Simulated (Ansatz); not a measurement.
# NiMoIrPdW (P3m1) in Ansatz: band structure with RPBE

Aim: the band structure of NiMoIrPdW with RPBE.

All numbers are computed with Ansatz 0.2.0; they aren't measurements. Logs are shortened: lines on timing, memory, paths and dates and some standing lists are left out, and cuts for length are marked.

## (1) Starting point

It takes space group P3m1 (No. 156, trigonal). Conventional cell: a = 2.766 Å, b = 2.766 Å, c = 11.023 Å, α = 90.00°, β = 90.00°, γ = 120.00°. Around Ni (site symmetry 3m) lie 3 Mo at 2.60 Å and 3 Pd at 2.71 Å and 6 Ni at 2.77 Å. Around Mo (site symmetry 3m) lie 3 Ni at 2.60 Å and 6 Mo at 2.77 Å and 3 Ir at 2.82 Å. Pd (site symmetry 3m) is surrounded by 3 Ni at 2.71 Å and 3 W at 2.74 Å and 6 Pd at 2.77 Å. Around Ir (site symmetry 3m) lie 3 W at 2.74 Å and 6 Ir at 2.77 Å and 3 Mo at 2.82 Å. W (site symmetry 3m) is surrounded by 3 Pd at 2.74 Å and 3 Ir at 2.74 Å and 6 W at 2.77 Å.

The cell was built by a generator and needn't be a form met in nature.

## (2) Band structure, RPBE, collinear spin, ferromagnetic start

input.yaml reads:

```yaml
crystal:
  lattice:
    - [2.76616, 0.0, 0.0]
    - [-1.38308, 2.39557, 0.0]
    - [0.0, 0.0, 11.02292]
  atoms:
    - { symbol: Ni, position: [0.33333, 0.66667, 0.59712], spin: 1.0 }
    - { symbol: Mo, position: [0.0, 0.0, 0.41074], spin: 1.0 }
    - { symbol: Pd, position: [0.66667, 0.33333, 0.7952] }
    - { symbol: Ir, position: [0.66667, 0.33333, 0.1996], spin: 0.6 }
    - { symbol: W, position: [0.33333, 0.66667, 0.99734] }
kpoints:
  mp_grid: { grid: [8, 8, 2] }
  band_path:
    path:
      - [0.0, 0.0, 0.0]
      - [0.5, 0.0, 0.0]
      - [0.3333333333, 0.3333333333, 0.0]
      - [0.0, 0.0, 0.0]
      - [0.0, 0.0, 0.5]
      - [0.5, 0.0, 0.5]
      - [0.3333333333, 0.3333333333, 0.5]
      - [0.0, 0.0, 0.5]
    npoints: 12
scf:
  occupations: { method: fermi_dirac, width: 0.05 }
hamiltonian:
  xc: rpbe
  pseudopotentials: { kind: all_electron, lapw: { basis_error: 0.002 } }
magnetization:
  spin_polarized: true
output:
  forces: true
  stress: true
  eigenvalues: true
```

Potentials or basis: all-electron LAPW, scalar-relativistic.

Command:

```
ansatz run input.yaml --threads 8 --pin off --max-ram 24576MiB --backend cpu --events-out ev --progress --plain --runs-dir out
```

The program printed:

```text
Warning: the atoms were moved onto the symmetric positions of the space group found under crystal.symmetry.tolerance 1.0e-5 (fractional; no operation is sought that the atoms, as they stand in a round, miss by more than twice it, and no atom is moved by as much as it), and the run uses the moved positions. Before a round's move an operation carried an atom to 2.77e-5 Å from where it should land, the largest such distance. Atom 0 (counting from 0) moved farthest, by 1.60e-5 Å; the longest move in fractions of the cell, of whichever atom, is 0.47 of the tolerance, in 1 round. To run the atoms as typed, lower crystal.symmetry.tolerance until the operations that they miss are no longer found, or set crystal.symmetry.detect: false (a key that needs symmetry detection or time reversal refuses this as the deck is read). The positions used, in the order of the run's atom list: position: [0.3333333333333333, 0.6666666666666666, 0.59712]; position: [0.0, 0.0, 0.41074]; position: [0.6666666666666666, 0.3333333333333333, 0.7952]; position: [0.6666666666666666, 0.3333333333333333, 0.1996]; position: [0.3333333333333333, 0.6666666666666666, 0.99734]; The lattice was moved too: crystal.lattice keeps the space group found at crystal.symmetry.tolerance 1.0e-5 only nearly: the operation that it misses by the most changes a squared length by the fraction 3.74e-6. The run uses the lattice that is a stretch of the typed one, with no rotation, onto the one that keeps every operation to a double's rounding (on a very oblique basis the stretch itself rounds by more); the deck's lattice vector that moved farthest moved by 2.98e-6 Å. To run the lattice as typed, set crystal.symmetry.tolerance under 3.73e-6, the least fraction by which an operation that the lattice misses changes a squared length (the same key also sets how far an atom may lie from its image, so lowering it can lose operations that the atoms keep only within it), or set crystal.symmetry.detect: false, as for the atoms. crystal.lattice made exact, in Å and degrees: [[2.766162984364202, 0.0, 0.0], [-1.383081492182101, 2.3955674154675757, 0.0], [0.0, 0.0, 11.02292]]. Pasted over the deck's crystal.lattice, beside positions in fractional coordinates, it runs the same cell (given as lengths and angles, that cell in the form's own orientation, a rigid turn of the misfit's size from the one run here, for which a checkpoint.post_process_only pass over this run's state can be refused: where this run relaxes nothing, give such a pass this deck's own crystal.lattice, as typed; behind a relaxation, as crystal.lattice, the state's own cell, identity.cell in its checkpoint.json), and a matrix so pasted ends this notice, except on a very skew basis of the lattice, where the rounding of the pasted numbers themselves can read as a misfit: the cell is then moved again, and that move is told again. The lattice as run is in this notice's lattice.as_run_ang field (Run.prep()["deck_notices"] in Python, the deck_notice line of an events file, deck_notices of ansatz run --dry-run=json, or deck_notices in record.json in the deck's checkpoint.write directory).
[... 99 lines left out ...]
  k-point 1 ↑: bands = ["-351.2080", "-351.1860", "-351.1860", "-300.3830", "-300.3550", "-300.3550", "-300.2862", "-300.2862", "-260.7172", "-260.7100", "-260.7100", "-260.6841", "-260.6841", "-208.5382", "-208.5382", "-208.5218", "-208.4967", "-208.4967", "-193.0288", "-193.0288", "-193.0164", "-193.0028", "-193.0028", "-78.5170", "-67.9641", "-60.1467", "-49.4565", "-38.9516", "-38.7510", "-38.7510", "-36.4556", "-32.3516", "-32.3412", "-32.3343", "-32.3250", "-32.3250", "-32.3125", "-32.3125", "-25.9894", "-25.6543", "-25.6543", "-24.8276", "-24.6145", "-24.6145", "-13.8681", "-13.0717", "-13.0717", "-10.6178", "-9.8261", "-9.8261", "-3.6739", "-3.6652", "-3.6652", "-3.6530", "-3.6530", "-3.6380", "-3.5748", "15.2794", "16.8411", "17.8574", "18.8222", "19.6165", "21.3381", "21.3381", "21.4453", "21.4453", "21.4665", "21.9089", "22.3437", "22.3437", "22.7390", "22.9342", "22.9342", "23.1344", "23.1921", "23.1921", "23.3466", "23.3466", "24.4004", "24.4004", "24.9479", "24.9479", "25.2041", "26.9133", "26.9133", "27.8473", "27.8473", "32.9984", "36.8058", "37.4175", "38.3589", "38.6624", "39.8828", "41.3393", "41.9855"]
  k-point 2 ↑: bands = ["-351.2080", "-351.1860", "-351.1860", "-300.3830", "-300.3550", "-300.3550", "-300.2862", "-300.2862", "-260.7172", "-260.7100", "-260.7100", "-260.6841", "-260.6841", "-208.5382", "-208.5382", "-208.5218", "-208.4967", "-208.4967", "-193.0288", "-193.0288", "-193.0164", "-193.0028", "-193.0028", "-78.5163", "-67.9592", "-60.1418", "-49.4413", "-38.9505", "-38.7583", "-38.7528", "-36.4280", "-32.3511", "-32.3421", "-32.3340", "-32.3254", "-32.3251", "-32.3125", "-32.3123", "-25.9835", "-25.6983", "-25.6651", "-24.8175", "-24.6885", "-24.6324", "-13.8434", "-13.2511", "-13.1127", "-10.5900", "-10.0117", "-9.8682", "-3.6719", "-3.6651", "-3.6627", "-3.6573", "-3.6541", "-3.6323", "-3.5819", "15.8167", "17.6419", "18.2078", "19.0403", "19.8314", "20.8686", "21.1848", "21.4152", "21.7048", "21.7272", "21.8230", "21.9479", "22.2607", "22.3570", "22.8582", "22.9172", "23.0194", "23.2324", "23.2525", "23.5340", "23.6250", "24.0573", "24.5719", "24.7262", "25.1393", "25.3035", "26.8572", "27.5866", "27.7607", "28.4974", "34.3289", "35.3327", "38.7523", "39.5149", "39.6246", "40.1191", "40.6843", "41.2032"]
  k-point 19 ↓: bands = ["-351.2080", "-351.1860", "-351.1860", "-300.3830", "-300.3550", "-300.3550", "-300.2862", "-300.2862", "-260.7172", "-260.7100", "-260.7100", "-260.6841", "-260.6841", "-208.5382", "-208.5382", "-208.5218", "-208.4967", "-208.4967", "-193.0288", "-193.0288", "-193.0164", "-193.0028", "-193.0028", "-78.5116", "-67.9268", "-60.1094", "-49.3408", "-38.9433", "-38.7923", "-38.7790", "-36.2440", "-32.3483", "-32.3474", "-32.3320", "-32.3275", "-32.3267", "-32.3119", "-32.3112", "-25.9450", "-25.8983", "-25.8195", "-25.0207", "-24.8897", "-24.7510", "-14.0253", "-13.7170", "-13.6800", "-10.8178", "-10.4957", "-10.4056", "-3.6743", "-3.6684", "-3.6620", "-3.6536", "-3.6534", "-3.6272", "-3.5941", "19.1687", "19.3372", "19.8299", "19.9721", "20.3559", "20.4246", "20.6576", "20.7573", "21.0968", "21.4746", "21.5510", "21.9145", "22.3283", "22.7259", "22.9792", "23.3039", "23.8528", "24.1050", "24.6043", "24.7765", "24.9382", "25.2334", "26.2197", "26.5581", "27.0504", "28.9656", "29.3720", "30.6889", "31.1589", "31.5082", "32.8370", "32.8982", "33.6463", "34.1231", "35.1946", "36.2842", "36.9618", "37.9011"]
```

Wall time 35 s (8 threads of Intel Xeon 6975P-C (Granite Rapids), shared host); peak memory 1.5 GiB.

Results:

| Quantity | Value |
| --- | --- |
| Free energy | -1213141.4608 eV |
| Pressure | 4.4 GPa |
| Largest force | 0.083 eV/Å |
| Band gap along the path | none (metal or under the smearing width) |
| Net moment | 0.00 μB per cell |
| Absolute moment | 0.00 μB per cell |

Forces on the atoms (eV/Å):
```
Ni   0.000  0.000 -0.007
Mo   0.000  0.000 -0.066
Pd   0.000  0.000 -0.043
Ir   0.000  0.000  0.083
W    0.000  0.000  0.032
```

Levels at the corners of the path, in eV from the Fermi level:
Spin up:
| point | band 74 | band 75 | band 76 | band 77 | band 78 | band 79 | band 80 | band 81 | band 82 | band 83 |
| --- | --- | --- | --- | --- | --- | --- | --- | --- | --- | --- |
| Γ | -1.48 | -1.48 | -1.05 | -1.05 | -0.92 | -0.32 | -0.32 | -0.19 | 0.36 | 0.36 |
| M | -0.39 | -0.39 | -0.20 | 0.65 | 0.99 | 1.30 | 1.64 | 2.28 | 2.73 | 3.80 |
| K | -0.53 | -0.20 | -0.13 | -0.07 | 0.09 | 0.58 | 1.37 | 1.81 | 2.53 | 4.82 |
| Γ | -1.48 | -1.48 | -1.05 | -1.05 | -0.92 | -0.32 | -0.32 | -0.19 | 0.36 | 0.36 |
| A | -1.47 | -1.42 | -1.42 | -1.26 | -1.26 | -0.21 | -0.21 | 0.34 | 0.34 | 0.60 |
| L | -0.55 | -0.39 | -0.28 | 0.63 | 0.99 | 1.47 | 2.16 | 2.40 | 2.60 | 3.74 |
| H | -0.51 | -0.22 | -0.15 | -0.05 | 0.13 | 0.40 | 1.39 | 2.05 | 2.59 | 4.93 |
| A | -1.47 | -1.42 | -1.42 | -1.26 | -1.26 | -0.21 | -0.21 | 0.34 | 0.34 | 0.60 |
Spin down:
```csv
point,band 74,band 75,band 76,band 77,band 78,band 79,band 80,band 81,band 82,band 83
Γ,-1.48,-1.48,-1.05,-1.05,-0.92,-0.32,-0.32,-0.19,0.36,0.36
M,-0.39,-0.39,-0.20,0.65,0.99,1.30,1.64,2.28,2.73,3.80
K,-0.53,-0.20,-0.13,-0.07,0.09,0.58,1.37,1.81,2.53,4.82
Γ,-1.48,-1.48,-1.05,-1.05,-0.92,-0.32,-0.32,-0.19,0.36,0.36
A,-1.47,-1.42,-1.42,-1.26,-1.26,-0.21,-0.21,0.34,0.34,0.60
L,-0.55,-0.39,-0.28,0.63,0.99,1.47,2.16,2.40,2.60,3.74
H,-0.51,-0.22,-0.15,-0.05,0.13,0.40,1.39,2.05,2.59,4.93
A,-1.47,-1.42,-1.42,-1.26,-1.26,-0.21,-0.21,0.34,0.34,0.60
```

Caveat: the k mesh is thin for a metal, which can move the energy by tens of meV per atom; spin-orbit coupling is left out, which moves the levels of the heavy elements; the starting moments weren't kept.
